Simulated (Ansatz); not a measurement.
This script drives Ansatz's Python interface.

Contents of `c2h3nte.xyz`:
```text
7

C    -0.77330    0.66510   -0.55760
N     0.33890    0.94310    0.00960
C     0.58740   -0.40250    0.40690
Te   -0.79480   -1.43180   -0.36880
H    -1.53290    1.35460   -1.07990
H     0.61120   -0.46250    1.52800
H     1.62470   -0.73410    0.01610
```

`run_md.py`
```python
"""Molecular dynamics of one C2H3NTe molecule."""

import warnings

import ansatz as az
import numpy as np


def main() -> None:
    warnings.simplefilter("ignore", az.DeckWarning)

    system = az.Crystal.molecule_from_extxyz("c2h3nte.xyz")

    calculation = (
        system.calculation()
        .basis(gaussian="def2-SVP")
        .functional("PBE", dispersion="d3bj")
        .md("nve", timestep=0.5, steps=30, temperature=300, initial_velocities="maxwell_boltzmann", seed=84)
    )
    frames = []
    calculation.session().plan().execute(on_event=lambda e: frames.append(e["data"]) if e["event"] == "md_step" else None)
    print("t (fs)   E_pot (eV)      E_kin (eV)   T (K)   d(0-1) (A)")
    for f in frames[::2]:
        xyz = np.array(f["positions_ang"])
        print(f"{f['time_fs']:6.2f} {f['lagrangian_ev']:14.5f} {f['e_kin_ev']:10.5f} {f['temperature_k']:8.1f} {np.linalg.norm(xyz[0] - xyz[1]):9.4f}")
    kept = np.array([f["conserved_ev"] for f in frames])
    print(f"conserved energy moves by at most {1000 * np.ptp(kept):.3f} meV")


if __name__ == "__main__":
    main()
```

It is started by `python run_md.py`. How long does it take on 1 thread of AMD EPYC 7R43 64-Core Processor (Zen 3), on a shared host, and how much memory does it need?

It took about 120 s, with a peak of 0.23 GiB, for 1 run of the engine.

Running `python run_md.py` prints:
```text
t (fs)   E_pot (eV)      E_kin (eV)   T (K)   d(0-1) (A)
  0.00   -10895.80593    0.19389    300.0    1.2791
  1.00   -10895.86972    0.25705    397.7    1.2841
  2.00   -10895.97918    0.36565    565.8    1.2907
  3.00   -10896.08633    0.47262    731.3    1.2981
  4.00   -10896.18338    0.57032    882.4    1.3051
  5.00   -10896.30505    0.69213   1070.9    1.3107
  6.00   -10896.45646    0.84272   1303.9    1.3140
  7.00   -10896.58968    0.97536   1509.1    1.3149
  8.00   -10896.66710    1.05302   1629.3    1.3133
  9.00   -10896.69741    1.08389   1677.1    1.3098
 10.00   -10896.71189    1.09876   1700.1    1.3051
 11.00   -10896.73251    1.11934   1731.9    1.2995
 12.00   -10896.75575    1.14212   1767.2    1.2937
 13.00   -10896.75461    1.14056   1764.8    1.2878
 14.00   -10896.70674    1.09298   1691.1    1.2820
 15.00   -10896.63150    1.01858   1576.0    1.2765
conserved energy moves by at most 2.279 meV
```

Total energies depend on the basis set; only differences at equal settings carry meaning. The trajectory is only some femtoseconds long, so its temperature is not equilibrated; where the script doesn't relax first, it starts from a rough generated geometry. def2 sets replace the cores of elements past krypton by effective core potentials. The temperature counts the internal degrees of freedom alone.

(Lines on the test bed's own set-up are left out of the output.)
